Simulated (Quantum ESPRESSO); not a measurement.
# GeCN2 under changes of volume

One of the cells (13.716 Å³/atom); the others are scaled copies at fixed shape and fractional positions:

```
Ge N C
1.0
     1.79379    1.03565    4.92196
    -1.79379    1.03565    4.92196
     0.00000   -2.07129    4.92196
Ge N C
1 2 1
Direct
  0.00000 0.00000 0.00000
  0.58390 0.58390 0.58390
  0.41610 0.41610 0.41610
  0.50000 0.50000 0.50000
```

The cell comes from a database or a generator and needn't be the stable form of this composition.

* Program: Quantum ESPRESSO 7.5
* Functional: PBE
* Potentials or basis: SSSP 1.3 efficiency PBE
* Cutoff: 816 eV
* Density cutoff: 6531 eV
* k mesh: 9 × 9 × 9
* Occupations: fermi-dirac, width 0.05 eV
* Spin: no spin polarisation

| volume (Å³/atom) | energy over the lowest point (meV/atom) | pressure (GPa) | gap on the mesh (eV) | largest force (eV/Å) |
| --- | --- | --- | --- | --- |
| 12.893 | ? | ? | ? | ? |
| 13.167 | 9.33 | 5.5 | 1.03 | 1.180 |
| 13.441 | 2.20 | 2.5 | 1.08 | 0.552 |
| 13.716 | 0.00 | -0.3 | 1.12 | 0.033 |
| 13.990 | 2.27 | -2.8 | 1.16 | 0.579 |
| 14.264 | 8.60 | -5.0 | 1.20 | 1.088 |
| 14.538 | 18.61 | -7.1 | 1.24 | 1.562 |

Problem. What does the run at 12.893 Å³/atom give?

Solution. Energy over the lowest point 21.89 meV/atom; pressure 8.8 GPa; gap on the mesh 0.97 eV; largest force 1.855 eV/Å.

Worked out: A Birch-Murnaghan fit of order 3 (a polynomial in V^(-2/3)) to the other rows has its minimum at 13.71 Å³/atom with B0 = V·E''(V) = 131 GPa and B' = 3.8 at fixed shape and positions, which overstates the stiffness. It gives 21.88 meV/atom at 12.893 Å³/atom, against the run's 21.89, and -dE/dV = 9.0 GPa, against 8.8. A straight line through the other rows of the gap, of slope 2.09 eV per unit of ln V, extrapolates to 0.99 eV, against the run's 0.97.

Energies are extrapolated to zero smearing.

Caveats: an odd mesh through Γ misses points on the zone boundary, where band edges often lie; forces of over 1 eV/Å show positions far from the minimum, so gaps and moduli don't describe the material at rest (some runs). Spin-orbit coupling on Ge is left out.
